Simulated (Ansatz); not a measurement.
# TiSn3O8: the band gap up the ladder of functionals

One table from this session's results is given with a row withheld; the runs are named, their logs left out.

Code: Ansatz 0.2.0. PAW datasets, plane waves. All values are calculated for a non-magnetic cell, which may be hypothetical.

**The system as given**

The cell was relaxed beforehand with r2SCAN.

Space group Cmmm (No. 65), orthorhombic; a = 6.664 Å, b = 6.677 Å, c = 6.296 Å in the conventional setting, 11.67 Å³ an atom. Sn has 6 O at 2.04–2.08 Å; Sn has 6 O at 2.05–2.07 Å; O has 3 Sn at 2.04–2.06 Å; O has 1 Ti at 1.98 Å and 2 Sn at 2.07–2.08 Å; Ti has 6 O at 1.98 Å.

Coordinates:

```cif
data_structure
_symmetry_space_group_name_H-M 'Cmmm'
_symmetry_Int_Tables_number 65
_cell_length_a 6.6638
_cell_length_b 6.6771
_cell_length_c 6.2959
_cell_angle_alpha 90.000
_cell_angle_beta 90.000
_cell_angle_gamma 90.000
_cell_volume 280.14
loop_
_atom_site_label
_atom_site_type_symbol
_atom_site_symmetry_multiplicity
_atom_site_Wyckoff_symbol
_atom_site_fract_x
_atom_site_fract_y
_atom_site_fract_z
_atom_site_occupancy
Sn1 Sn 2 b 0.50000 0.00000 0.00000 1
Sn2 Sn 4 k 0.00000 0.00000 0.74576 1
O1 O 4 g 0.19429 0.00000 0.00000 1
O2 O 8 n 0.50000 0.80922 0.73974 1
Ti1 Ti 2 c 0.50000 0.00000 0.50000 1
O3 O 4 h 0.20293 0.00000 0.50000 1
```

The first run:

File input.yaml:

```yaml
crystal:
  lattice:
    - [3.3319205997, -3.3385304596, 0.0]
    - [3.3319205997, 3.3385304596, 0.0]
    - [0.0, 0.0, 6.2959111684]
  atoms:
    - { symbol: Sn, position: [0.5, 0.5, 0.0] }
    - { symbol: Sn, position: [0.0, 0.0, 0.745759847] }
    - { symbol: O, position: [0.1942931336, 0.1942931336, 0.0] }
    - { symbol: O, position: [0.8057068664, 0.8057068664, 0.0] }
    - { symbol: O, position: [0.6907775364, 0.3092224636, 0.7397379928] }
    - { symbol: O, position: [0.3092224636, 0.6907775364, 0.7397379928] }
    - { symbol: Ti, position: [0.5, 0.5, 0.5] }
    - { symbol: Sn, position: [0.0, 0.0, 0.254240153] }
    - { symbol: O, position: [0.2029328778, 0.2029328778, 0.5] }
    - { symbol: O, position: [0.7970671222, 0.7970671222, 0.5] }
    - { symbol: O, position: [0.6907775364, 0.3092224636, 0.2602620072] }
    - { symbol: O, position: [0.3092224636, 0.6907775364, 0.2602620072] }
kpoints:
  mp_grid: { grid: [6, 6, 4] }
  band_path:
    path:
      - [[0.0, 0.0, 0.0], [-0.5, 0.5, -5.242567563974e-35], [-0.4990110444367, 0.5009889555633, -5.164633257728e-35]]
      - [[0.4990110444367, 0.4990110444367, 3.932439535215e-34], [0.0, 0.0, 0.0], [3.27629113592e-51, 4.972602146478e-51, 0.5], [0.4990110444367, 0.4990110444367, 0.5]]
      - [[-0.4990110444367, 0.5009889555633, 0.5], [-0.5, 0.5, 0.5], [-0.5, 0.5, -5.242567563974e-35]]
      - [[0.0, 0.0, 0.0], [-5.147711329606e-18, 0.5, 1.707988104721e-34], [-5.147711329606e-18, 0.5, 0.5], [3.27629113592e-51, 4.972602146478e-51, 0.5], [-0.5, 0.5, 0.5]]
    npoints: 10
hamiltonian:
  xc: pbe
scf:
  occupations: { method: fermi_dirac, width: 0.02 }
  n_extra_bands: 7
output:
  forces: true
  stress: true
  eigenvalues: true
  write_density: true
  write_potential: true
  elf: true
  volumetric_format: npy
```

Steps of the session up to this table: PBE bands along the symmetry lines; r2SCAN; HSE06 at the same geometry; PBE+SOC at the same geometry; PBE0.

One of the session's tables, all rows but one given; the rest of the session is left out.

| level | gap (eV) |
| --- | --- |
| PBE | 1.91 |
| r2SCAN | 2.40 |
| HSE06 | ? |
| PBE+SOC | 1.91 |
| PBE0 | 4.48 |

Estimate the missing values for HSE06.

As computed: gap (eV): 3.71. In the column «gap (eV)» it lies between r2SCAN (2.40) and PBE0 (4.48).

Meshes: PBE 6×6×4, r2SCAN 6×6×4, HSE06 4×4×2, PBE+SOC 6×6×4, PBE0 4×4×2

What this shows: PBE gives the least gap, 1.91 eV, and PBE0 the largest, 4.48 eV. Against HSE06, PBE is short by 1.80 eV, at 51 % of it, and r2SCAN 65 %. PBE0 lies 0.76 eV above HSE06, which differs from it by screening the long-range exchange.

To keep in mind: Warnings in the runs' records: stress scf threshold loose, stress exchange threshold loose.
